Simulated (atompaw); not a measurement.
# Pseudopotential generation for hydrogen: PAW (atompaw), PBE

Aim: build the potential from the settings below, then test how well it stands in for the atom: scattering, ghost states and the plane-wave cutoff that it needs.

Method: atompaw 4.2.0.5, PBE, scalar-relativistic.

8 further runs of the same task are left out: 8 set aside as unsound or not needed.

## 1. Starting point

Typed settings, in words:

- element: hydrogen (H, Z = 1)
- type: PAW
- frozen core: none
- valence charge: 1
- reference configuration: 1s1
- partial waves: 1s (bound): rc 1.15 bohr; 1s channel at 1.95 Ry: rc 1.15 bohr
- local potential: ultrasoft scheme with l = 1 at 0 Ry, radius 1.10 bohr
- core correction: not asked for
- augmentation charge: besselshape compensation charge, radius 0.90 bohr; PAW radius 1.15 bohr; waves and projectors: modrrkj vanderbiltortho

The nodes and maxima of the atom's own shells, from an earlier all-electron run, set the scale for the radii.

All-electron outer shells of the reference configuration (PBE, scalar-relativistic, ld1.x):

```csv
shell,level (eV),outermost node (bohr),outermost maximum (bohr)
1s,-6.49,–,1.03
```

## 2. Generation

H.input

```
H 1
GGA-PBE scalarrelativistic loggrid 1500 logderivrange -2 5 176
1 0 0 0 0 0
1 0 1
0 0 0
v
0
1.15 0.90 1.10 0.95
y
1.95
n
modrrkj vanderbiltortho besselshape
1 0 ultrasoft
1.15
1.15
PWSCFOUT
UPFDX 0.0125d0 UPFXMIN -7.d0 UPFZMESH 1.d0
END
```

On the command line:

```
atompaw < H.input > H.log
```

Q: Predict the outcome of this session. Wanted: cutoffs for 10 and 1 mRy, occupied levels; bound ghosts; largest phase difference near zero energy, channels read; lowest eigenvalue of the overlap; share of valence orbitals outside the PAW sphere; UPF file.

As calculated:

| quantity | value |
| --- | --- |
| cutoffs for 10 and 1 mRy, occupied levels | 10 Ry and 21 Ry |
| bound ghosts | none found |
| largest phase difference near zero energy, channels read | 0.000 rad |
| lowest eigenvalue of the overlap (Bessel basis) | 0.030 (s) |
| share of valence orbitals outside the PAW sphere | 1s 64 % |
| UPF file | written |

By its cutoff, 10 Ry for the looser tolerance, it is soft on the atom at that tolerance. The Bessel-basis test finds no level below the valence levels. Near zero energy the phases of the channels with partial waves agree within 0.001 rad. These are tests on the free atom; a crystal test is still owed.
